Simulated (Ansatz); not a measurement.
# BFH4SiSn: a ladder of functionals and wavefunction methods

An exercise on one series of results from a longer session: the logs are not shown, and one member is left open.

Computed with Ansatz 0.2.0, Gaussian basis. Level: functionals in def2-TZVPP, the program's frozen cores in correlated methods.

The runs, in order: LDA (SPW92), PBE-D4, revPBE-D4, BLYP-D4, r2SCAN-D4, B97M-V, PBE0-D4, B3LYP-D4, r2SCANh-D4, r2SCAN0-D4, HSE06-D4, BHLYP-D4, CAM-B3LYP-D4, LC-ωPBE, ωB97X-V, ωB97M-V, B2PLYP, PBE-QIDH; CCSD(T)/def2-SVP; CCSD(T)/def2-TZVPP; MP2/def2-QZVPP; extrapolation to the limit; RPA on PBE.

## The relaxed structure

An earlier PBE0-D4 in a triple-zeta def2 set relaxation fixed the geometry. Sn takes the def2 core potential; no spin-orbit term is included.

SMILES `F[B]1[SiH2][SnH2]1`, 8 atoms, charge 0, spin multiplicity 1.

Atoms are counted from 1 here; the program's logs count them from 0.

Bond lengths: F1–B2 1.314 Å, B2–Si3 1.939 Å, B2–Sn4 2.244 Å, Si3–Sn4 2.683 Å, Si3–H5 1.491 Å, Si3–H6 1.487 Å, Sn4–H7 1.711 Å, Sn4–H8 1.702 Å. Angles: F1–B2–Si3 138.9°, F1–B2–Sn4 126.8°, Si3–B2–Sn4 79.4°, B2–Si3–Sn4 55.3°, B2–Si3–H5 132.8°, B2–Si3–H6 108.1°, Sn4–Si3–H5 146.4°, Sn4–Si3–H6 88.0°, H5–Si3–H6 112.3°, B2–Sn4–Si3 45.3°, B2–Sn4–H7 119.9°, B2–Sn4–H8 131.4°, Si3–Sn4–H7 130.2°, Si3–Sn4–H8 105.3°, H7–Sn4–H8 108.4°.

The first run:

File in.yaml:

```yaml
crystal:
  periodic: [false, false, false]
  atoms:
    - {symbol: F, position_ang: [2.415878, -0.732026, 0.525462]}
    - {symbol: B, position_ang: [1.183956, -0.281226, 0.597737]}
    - {symbol: Si, position_ang: [0.191463, 1.330087, 0.175016]}
    - {symbol: Sn, position_ang: [-0.629606, -1.161626, -0.387816]}
    - {symbol: H, position_ang: [0.597657, 2.656707, -0.370621]}
    - {symbol: H, position_ang: [-0.947679, 1.434232, 1.124737]}
    - {symbol: H, position_ang: [-0.459861, -2.083767, -1.819282]}
    - {symbol: H, position_ang: [-2.259606, -1.219481, 0.098966]}
basis:
  gaussian: {orbitals: def2-TZVPP}
hamiltonian: {xc: lda}
output: {orbitals: {seedname: orbitals}}
```

Command:

```
$ ansatz run in.yaml --threads 2 --pin off --events-out ev --progress --plain --max-ram 4352MiB
```

Among the steps run: LDA; PBE-D4 (GGA); revPBE-D4 (GGA); BLYP-D4 (GGA); r2SCAN-D4 (meta-GGA); B97M-V (meta-GGA); B3LYP-D4 (hybrid); r2SCANh-D4 (hybrid); r2SCAN0-D4 (hybrid); HSE06-D4 (hybrid); BHLYP-D4 (hybrid); CAM-B3LYP-D4 (range-separated); LC-ωPBE (range-separated); ωB97X-V (range-separated); ωB97M-V (range-separated); B2PLYP (double hybrid); PBE-QIDH (double hybrid).

One of the session's tables, all rows but one given; the rest of the session is left out.

It belongs to the step «Frontier levels by functional». 

```
  functional  HOMO (eV)  LUMO (eV)  gap (eV)
 LDA (SPW92)      -5.79      -2.95      2.84
      PBE-D4      -5.64      -2.75      2.89
   revPBE-D4      -5.58      -2.67      2.91
     BLYP-D4          ?          ?         ?
   r2SCAN-D4      -5.82      -2.60      3.21
      B97M-V      -5.84      -2.62      3.23
     PBE0-D4      -6.50      -1.95      4.55
    B3LYP-D4      -6.32      -2.11      4.21
  r2SCANh-D4      -6.14      -2.31      3.82
  r2SCAN0-D4      -6.62      -1.88      4.74
    HSE06-D4      -6.11      -2.32      3.79
    BHLYP-D4      -7.19      -1.02      6.17
CAM-B3LYP-D4      -7.58      -0.88      6.69
     LC-ωPBE      -8.70       0.14      8.85
     ωB97X-V      -8.45       0.08      8.53
     ωB97M-V      -8.33      -0.11      8.22
```

**Question.** Estimate the row for BLYP-D4.

Worked estimate for «HOMO (eV)». Against the share of exact exchange, B3LYP-D4 (0.2, -6.32), BHLYP-D4 (0.5, -7.19) give a slope of -2.90 per unit share; at 0 the line stands at -5.74.

**Answer.** HOMO (eV): -5.49; LUMO (eV): -2.59; gap (eV): 2.90. In «HOMO (eV)» the line misses by -0.25.
